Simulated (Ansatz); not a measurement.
# CCSD/def2-TZVP run of KLi (Lithium Potassium)

Aim: the energy change on altering one bond length of KLi (Lithium Potassium) at CCSD/def2-TZVP, from 2 runs. 

The calculation is run with Ansatz 0.2.0.

38 further runs of the same task are left out: 38 set aside as unsound or not needed.

**1. The system as given**

KLi has 2 atoms, charge 0, and is taken as a singlet. As SMILES, `[Li][K]`. The bond length is the measured one.

Bond lengths: Li1–K2 3.270 Å.

**2. A single-point energy at CCSD/def2-TZVP**

The input, molecule.yaml:

```yaml
crystal:
  periodic: [false, false, false]
  atoms:
    - symbol: Li
      position_ang: [0.000000, 0.000000, 0.000000]
    - symbol: K
      position_ang: [0.000000, 0.000000, 3.270000]
basis:
  gaussian: {orbitals: def2-TZVP}
correlation: {method: ccsd, frozen_orbitals: {K: 5, Li: 0}}
accuracy: high
scf: {omitted_lower_state_checks: [cluster_reference, increment]}
```

Started as:

```
$ ansatz run molecule.yaml --threads 1 --pin off --max-ram 3480MiB --events-out events.jsonl --progress --plain --runs-dir runs
```

Output:

```text
Warning: RAYON_NUM_THREADS=1 ignored (pool sized by the plan → 1); use --threads N
Functional definition: HF
  name "HF"
  exchange = exact_x
  correlation = 0
these checks for a lower state are left out or cut short: cluster_reference, increment
820 factors; integrals over basis functions are off by at most 4.0e-9 eV
mean field evaluation 1: about -16505.9424 eV, gradient 3.1e0 eV
mean field evaluation 2: about -16505.9428 eV, gradient 3.1e0 eV
mean field evaluation 4: about -16506.0036 eV, gradient 4.2e-1 eV
mean field evaluation 8: about -16506.0053 eV, gradient 3.1e-4 eV
mean field evaluation 16: about -16500.0548 eV, gradient 6.1e0 eV
mean field -16506.00531035 eV, -606.5845069830 hartree, gradient 7.3e-9 eV, S^2 0.000000; 1 other end points of the search recorded, 0 dependent functions left out; unrestricted orbitals would lower it
5 core orbitals not correlated: weight in the atoms' cores, before any rotation towards them, 1.000 or more for the frozen orbitals, at most 0.000 for the correlated occupied ones
reference -16506.00531035 eV, -606.5845069830 hartree; 6, 6 occupied and 36, 36 virtual orbitals, 820 factors
second order -5.61838128 eV of doubles, -0.00000000 eV of singles
cycle   1  -6.09365480 eV  change   -4.8e-1 eV  update   8.2e-2
cycle   2  -6.25758725 eV  change   -1.6e-1 eV  update   3.7e-2
cycle   3  -6.27819507 eV  change   -2.1e-2 eV  update   1.2e-2
cycle   4  -6.27235534 eV  change    5.8e-3 eV  update   3.8e-3
cycle   5  -6.27389038 eV  change   -1.5e-3 eV  update   1.1e-3
cycle   6  -6.27403126 eV  change   -1.4e-4 eV  update   3.8e-4
cycle   7  -6.27387673 eV  change    1.5e-4 eV  update   1.1e-4
cycle   8  -6.27389648 eV  change   -2.0e-5 eV  update   3.9e-5
cycle   9  -6.27388149 eV  change    1.5e-5 eV  update   1.7e-5
cycle  10  -6.27388174 eV  change   -2.5e-7 eV  update   8.1e-6
cycle  11  -6.27388022 eV  change    1.5e-6 eV  update   3.7e-6
cycle  12  -6.27387999 eV  change    2.3e-7 eV  update   1.1e-6
cycle  13  -6.27387940 eV  change    5.9e-7 eV  update   3.7e-7
cycle  14  -6.27387920 eV  change    2.0e-7 eV  update   1.3e-7
cycle  15  -6.27387912 eV  change    7.7e-8 eV  update   6.6e-8
cycle  16  -6.27387917 eV  change   -4.9e-8 eV  update   4.1e-8
cycle  17  -6.27387917 eV  change    6.1e-9 eV  update   2.8e-8
cycle  18  -6.27387916 eV  change    1.1e-8 eV  update   1.7e-7
cycle  19  -6.27387920 eV  change   -4.8e-8 eV  update   9.4e-8
cycle  20  -6.27387918 eV  change    2.0e-8 eV  update   3.9e-8
cycle  21  -6.27387917 eV  change    1.1e-8 eV  update   1.7e-8
cycle  22  -6.27387917 eV  change    4.5e-9 eV  update   6.7e-9
cycle  23  -6.27387917 eV  change   1.4e-10 eV  update   3.4e-9
cycle  24  -6.27387917 eV  change   -2.8e-9 eV  update   1.8e-9
cycle  25  -6.27387917 eV  change   -1.6e-9 eV  update  7.5e-10
cycle  26  -6.27387917 eV  change  -1.7e-10 eV  update  2.8e-10
Total energy: -16512.27918952 eV, -606.8150677900 hartree
Checks for a lower state left out: cluster_reference, increment
```

Run time: 2.2 s. Hardware: 1 thread of Intel Xeon Platinum 8488C (Sapphire Rapids), shared host; peak memory 0.13 GiB.

**3. The distorted shape at the same level**

The input, molecule.yaml:

```yaml
crystal:
  periodic: [false, false, false]
  atoms:
    - {symbol: Li, position_ang: [0.000000, 0.000000, -0.981000]}
    - {symbol: K, position_ang: [0.000000, 0.000000, 3.270000]}
basis:
  gaussian: {orbitals: def2-TZVP}
correlation: {method: ccsd, frozen_orbitals: {K: 5, Li: 0}}
accuracy: high
scf: {omitted_lower_state_checks: [cluster_reference, increment]}
```

Started as:

```
$ ansatz run molecule.yaml --threads 1 --pin off --max-ram 3480MiB --events-out events.jsonl --progress --plain --runs-dir runs
```

Output:

```text
Warning: RAYON_NUM_THREADS=1 ignored (pool sized by the plan → 1); use --threads N
[... 4 set-up lines as earlier in the session ...]
these checks for a lower state are left out or cut short: cluster_reference, increment
805 factors; integrals over basis functions are off by at most 3.8e-9 eV
mean field evaluation 1: about -16505.8165 eV, gradient 2.7e0 eV
mean field evaluation 2: about -16505.8168 eV, gradient 2.7e0 eV
mean field evaluation 4: about -16505.8719 eV, gradient 3.2e-1 eV
mean field evaluation 8: about -16505.8729 eV, gradient 1.7e-4 eV
mean field -16505.87289187 eV, -606.5796406936 hartree, gradient 2.5e-8 eV, S^2 0.000000; 0 other end points of the search recorded, 0 dependent functions left out; unrestricted orbitals would lower it
5 core orbitals not correlated: weight in the atoms' cores, before any rotation towards them, 1.000 or more for the frozen orbitals, at most 0.000 for the correlated occupied ones
reference -16505.87289187 eV, -606.5796406936 hartree; 6, 6 occupied and 36, 36 virtual orbitals, 805 factors
second order -5.54682636 eV of doubles, -0.00000000 eV of singles
cycle   1  -6.02628034 eV  change   -4.8e-1 eV  update   9.0e-2
cycle   2  -6.18781965 eV  change   -1.6e-1 eV  update   4.4e-2
cycle   3  -6.22655289 eV  change   -3.9e-2 eV  update   2.2e-2
cycle   4  -6.21811793 eV  change    8.4e-3 eV  update   8.5e-3
cycle   5  -6.22231337 eV  change   -4.2e-3 eV  update   4.2e-3
cycle   6  -6.22228691 eV  change    2.6e-5 eV  update   1.8e-3
cycle   7  -6.22121390 eV  change    1.1e-3 eV  update   6.8e-4
cycle   8  -6.22138151 eV  change   -1.7e-4 eV  update   3.5e-4
cycle   9  -6.22128062 eV  change    1.0e-4 eV  update   1.3e-4
cycle  10  -6.22130227 eV  change   -2.2e-5 eV  update   4.7e-5
cycle  11  -6.22129203 eV  change    1.0e-5 eV  update   1.7e-5
cycle  12  -6.22129067 eV  change    1.4e-6 eV  update   5.9e-6
cycle  13  -6.22128863 eV  change    2.0e-6 eV  update   2.3e-6
cycle  14  -6.22128787 eV  change    7.6e-7 eV  update   7.5e-7
cycle  15  -6.22128812 eV  change   -2.6e-7 eV  update   3.0e-7
cycle  16  -6.22128816 eV  change   -3.7e-8 eV  update   1.3e-7
cycle  17  -6.22128813 eV  change    2.7e-8 eV  update   6.6e-8
cycle  18  -6.22128811 eV  change    2.8e-8 eV  update   5.3e-8
cycle  19  -6.22128810 eV  change    7.9e-9 eV  update   4.0e-8
cycle  20  -6.22128827 eV  change   -1.7e-7 eV  update   1.5e-7
cycle  21  -6.22128828 eV  change   -1.9e-8 eV  update   6.3e-8
cycle  22  -6.22128833 eV  change   -4.2e-8 eV  update   3.5e-8
cycle  23  -6.22128834 eV  change   -1.2e-8 eV  update   1.6e-8
cycle  24  -6.22128835 eV  change   -9.1e-9 eV  update   8.6e-9
cycle  25  -6.22128835 eV  change   -3.6e-9 eV  update   3.8e-9
cycle  26  -6.22128835 eV  change   -1.5e-9 eV  update   1.9e-9
cycle  27  -6.22128835 eV  change  -2.6e-10 eV  update  6.9e-10
Total energy: -16512.09418022 eV, -606.8082688236 hartree
Checks for a lower state left out: cluster_reference, increment
```

It took 1.2 s on 1 thread of Intel Xeon Platinum 8488C (Sapphire Rapids), shared host; peak memory 0.13 GiB.

**4. Outcome**

Level: CCSD/def2-TZVP, 5 core orbitals frozen.

```
                                                          quantity          value
                                         first shape: total energy  -606.81507 Eh
          first shape: correlation energy (5 core orbitals frozen)     -230.6 mEh
                                        first shape: T1 diagnostic          0.011
                                     distorted shape: total energy  -606.80827 Eh
      distorted shape: correlation energy (5 core orbitals frozen)     -228.6 mEh
                                    distorted shape: T1 diagnostic          0.021
energy change with the Li1–K2 bond stretched from 3.270 to 4.251 Å       0.185 eV
```

**Reading.** With the Li1–K2 bond stretched from 3.270 to 4.251 Å the energy rises by 0.19 eV (17.9 kJ/mol). The first shape isn't relaxed at this level, so the change isn't measured from a minimum. The restricted solution (first shape) is unstable to spin breaking: an unrestricted one lies lower. The T1 diagnostic (distorted shape) of 0.021 is above the customary mark for such species, so a single reference may not serve. The restricted solution (distorted shape) is unstable to spin breaking: an unrestricted one lies lower.
